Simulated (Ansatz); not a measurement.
**CH5FNSn: rigid torsion scan**

Aim: a rigid torsion scan, for CH5FNSn, run from a script. SMILES: C[NH][SnH][F].

Program: Ansatz 0.2.0, driven from Python. Level of theory: PBE0+D4/def2-SVP. These are calculated values, not measurements.

## 1. The structure

Bond lengths: C1–N2 1.416 Å, N2–Sn3 2.043 Å, Sn3–F4 2.048 Å, C1–H5 1.164 Å, C1–H6 1.159 Å, C1–H7 1.107 Å, N2–H8 0.999 Å, Sn3–H9 1.780 Å. Angles: C1–N2–Sn3 107.5°, C1–N2–H8 109.4°, Sn3–N2–H8 106.6°, N2–C1–H5 109.4°, N2–C1–H6 112.0°, N2–C1–H7 114.8°, H5–C1–H6 103.7°, H5–C1–H7 107.7°, H6–C1–H7 108.6°, N2–Sn3–F4 109.3°, N2–Sn3–H9 111.5°, F4–Sn3–H9 107.9°.

The script holds or builds the structure itself.

## 2. Script

Contents of torsion_ch5fnsn.py:

```python
# -*- coding: utf-8 -*-
'''Rigid torsion scan of CH5FNSn.'''

import ansatz as az
from ase import Atoms

atoms = Atoms(['C', 'N', 'Sn', 'F', 'H', 'H', 'H', 'H', 'H'], positions=[
    [-0.2158, 0.6259, -0.8559],
    [-0.2964, -0.7718, -0.6425],
    [0.4976, -1.1584, 1.1997],
    [2.4603, -0.5746, 1.2278],
    [-0.7205, 0.8917, -1.8706],
    [-0.8352, 1.2196, -0.0774],
    [0.8126, 1.0345, -0.8753],
    [-1.2562, -1.0472, -0.6028],
    [-0.358, -0.266, 2.48],
])

# relax first, so that the scan starts from a minimum
first = (
    az.Crystal.molecule_from_ase(atoms).calculation()
    .basis(gaussian='def2-SVP')
    .functional('pbe0', dispersion='d4')
    .spin('collinear', total=1)
    .relax(force_tolerance=0.02, max_steps=80)
)
atoms.positions = first.run(threads=1, pin='off').report['positions_ang']

start = atoms.get_dihedral(2, 1, 0, 4)
energies = {}
for turn in range(0, 121, 20):
    turned = atoms.copy()
    turned.set_dihedral(2, 1, 0, 4, start + turn, indices=[0, 4, 5, 6])
    calc = (
        az.Crystal.molecule_from_ase(turned).calculation()
        .basis(gaussian='def2-SVP')
        .functional('pbe0', dispersion='d4')
        .spin('collinear', total=1)
    )
    energies[round((start + turn) % 360)] = calc.run(threads=1, pin='off').report['free_energy_ev']
floor = min(energies.values())
print('dihedral Sn2-N1-C0-H4 (deg)   E - E(min) (kcal/mol)')
for angle, e in sorted(energies.items()):
    print(f'{angle:8d} {23.060548 * (e - floor):14.3f}  ' + '#' * int(30 * (e - floor) / max(max(energies.values()) - floor, 1e-9)))
```

## 3. Running it

Launch:

```
> python torsion_ch5fnsn.py
```

Q: Predict the main results. Wanted: range of energy; lowest point, turn.

As calculated:

| quantity | value |
| --- | --- |
| runs compared | 7 |
| range of energy | 0.123 eV |
| lowest point, turn (°) | 0 |

What this shows: The lowest point lies at a turn of 0°, the highest 0.123 eV (11.9 kJ/mol) above it at 60°. The grid can miss the true lowest and highest points, and the rest of the molecule is held rigid. Run 0: After 15 moves the largest shift is 1.126 Å, of atom 9 (H). So large a move can change the bonding: the results belong to the relaxed structure. Notes:
- The scan is rigid and the energies are electronic, in a modest basis. With rigid groups the curve can differ much from the relaxed path, the start wasn't checked as a minimum of this torsion, and equivalent turns needn't return to the same energy.
- def2 sets replace the cores of elements past krypton by effective core potentials.
- The species is open-shell (spin multiplicity 2).
